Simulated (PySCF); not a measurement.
# [Dy(NH3)]3+: other functionals and bases at one geometry

How far do other levels of theory move the description of [Dy(NH3)]3+, and what does each cost? It is a constructed species; whether it can be made isn't addressed.

Computed with PySCF 2.14.0. Level: several levels, as the steps say, no spin–orbit coupling.

3 further runs of the same task are left out: 2 for a known fault of the program, 1 that didn't finish.

## (1) The system as given

5 atoms, charge 3, spin multiplicity 1.

Bond lengths: Dy1–N2 2.328 Å, N2–H3 1.050 Å, N2–H4 1.050 Å, N2–H5 1.050 Å. Angles: Dy1–N2–H3 115.9°, Dy1–N2–H4 115.9°, Dy1–N2–H5 115.9°, H3–N2–H4 102.3°, H3–N2–H5 102.3°, H4–N2–H5 102.3°.

As a file:

```xyz
5
DyH3N
Dy    0.00000    0.00000   -0.13564
N     0.00000    0.00000    2.19251
H     0.94484    0.00004    2.65140
H    -0.47245    0.81823    2.65140
H    -0.47239   -0.81827    2.65140
```

Formal oxidation states: Dy +3. Each metal's 9 4f electrons lie in its core potential, so multiplicities, spins and levels count the valence alone. An earlier session relaxed this geometry at B3LYP, Dy lcecp-1-SVP with ECP55, N def2-SVP, H def2-SVP (singlet, point group C3v).

At B3LYP on the finer grid: E = -92.278455 Eh, HOMO -27.57 eV, LUMO -20.80 eV, Mulliken charge on Dy1 +2.45 e, largest force component 0.004 eV/Å. 

Levels to run: revPBE; M06-L; HF; r2SCAN; B3LYP, TZVP. Hardware: 2 threads of Arm Neoverse V2, shared host.

## (2) revPBE

Input file run.py (the lines that set the calculation):

```python
mol = gto.M(atom='''
Dy     0.00000     0.00000    -0.13564
N      0.00000     0.00000     2.19251
H      0.94484     0.00004     2.65140
H     -0.47245     0.81823     2.65140
H     -0.47239    -0.81827     2.65140''',
    basis={'Dy': 'lcecp-1-SVP', 'N': 'def2-SVP', 'H': 'def2-SVP'},
    ecp={'Dy': 'lcecp-1-SVP'},
    charge=3, spin=0)
mf = dft.RKS(mol, xc='PBE_R,PBE')
mf.grids.atom_grid = (75, 302)  # f atoms: unpruned, at least (60, 302)
mf = mf.density_fit()  # fitting sets: Dy AutoAux, N def2-universal-JKFIT, H def2-universal-JKFIT
mf.conv_tol = 1e-08; mf.max_cycle = 55
mf.kernel(dm0)  # dm0: the density of the relaxed state
```

On the command line:

```sh
$ OMP_NUM_THREADS=2 python run.py
```

## (3) M06-L

Edit run.py (the lines that set the calculation) of step 2 so:

```diff
@@ -9,3 +9,3 @@
     charge=3, spin=0)
-mf = dft.RKS(mol, xc='PBE_R,PBE')
+mf = dft.RKS(mol, xc='M06L')
 mf.grids.atom_grid = (75, 302)  # f atoms: unpruned, at least (60, 302)
```

## (4) HF

Edit run.py (the lines that set the calculation) of step 3 so:

```diff
@@ -9,4 +9,3 @@
     charge=3, spin=0)
-mf = dft.RKS(mol, xc='M06L')
-mf.grids.atom_grid = (75, 302)  # f atoms: unpruned, at least (60, 302)
+mf = scf.RHF(mol)
 mf = mf.density_fit()  # fitting sets: Dy AutoAux, N def2-universal-JKFIT, H def2-universal-JKFIT
```

## (5) r2SCAN

Edit run.py (the lines that set the calculation) of step 4 so:

```diff
@@ -9,3 +9,4 @@
     charge=3, spin=0)
-mf = scf.RHF(mol)
+mf = dft.RKS(mol, xc='R2SCAN')
+mf.grids.atom_grid = (75, 302)  # f atoms: unpruned, at least (60, 302)
 mf = mf.density_fit()  # fitting sets: Dy AutoAux, N def2-universal-JKFIT, H def2-universal-JKFIT
```

## (6) B3LYP, TZVP

Basis: Dy lcecp-1-TZVP with ECP55, N def2-TZVP, H def2-TZVP. 

Input file run.py (the lines that set the calculation):

```python
mol = gto.M(atom='''
Dy     0.00000     0.00000    -0.13564
N      0.00000     0.00000     2.19251
H      0.94484     0.00004     2.65140
H     -0.47245     0.81823     2.65140
H     -0.47239    -0.81827     2.65140''',
    basis={'Dy': 'lcecp-1-TZVP', 'N': 'def2-TZVP', 'H': 'def2-TZVP'},
    ecp={'Dy': 'lcecp-1-TZVP'},
    charge=3, spin=0)
mf = dft.RKS(mol, xc='B3LYP')
mf.grids.atom_grid = (75, 302)  # f atoms: unpruned, at least (60, 302)
mf = mf.density_fit()  # fitting sets: Dy AutoAux, N def2-universal-JKFIT, H def2-universal-JKFIT
mf.conv_tol = 1e-08; mf.max_cycle = 55
mf.kernel(dm0)  # dm0: free metal ions and neutral atoms
```

Before running it: what results should come out? Wanted: for each run, HOMO; gap; charge on Dy1; dipole; largest force.

As calculated:

| level | state | HOMO (eV) | gap (eV) | charge on Dy1 (e) | dipole (D) | largest force (eV/Å) | basis functions | time |
| --- | --- | --- | --- | --- | --- | --- | --- | --- |
| B3LYP (relaxed here) | singlet | -27.57 | 6.77 | 2.45 | 3.99 | 0.00 | 62 | 3.5 s |
| revPBE | singlet | -26.44 | 4.99 | 2.42 | 4.24 | 0.26 | 62 | 1.8 s |
| M06-L | singlet | -26.59 | 5.75 | 2.50 | 3.82 | 0.19 | 62 | 2.5 s |
| HF | singlet | -31.18 | 14.42 | 2.60 | 3.09 | 1.17 | 62 | 0.7 s |
| r2SCAN | singlet | -26.66 | 5.95 | 2.47 | 3.97 | 0.09 | 62 | 2.6 s |
| B3LYP, TZVP | singlet | -27.50 | 6.75 | 2.56 | 4.03 | 0.40 | 96 | 4.8 s |

Times are on 2 threads of Arm Neoverse V2, shared host; the first row also made further properties. The dipole of a charged species depends on the origin, so these sizes hold for this origin alone.

In one basis the HOMO–LUMO gap runs from 4.99 eV (revPBE) to 14.42 eV (HF). The largest leftover force, 1.17 eV/Å with HF, stands at a geometry relaxed at another level. The Mulliken charge on Dy spans +2.42 to +2.60 e over the levels. With 4f in the core, its levels are missing from HOMO and gap. Total energies of different levels can't be compared. Spin–orbit coupling is left out throughout.
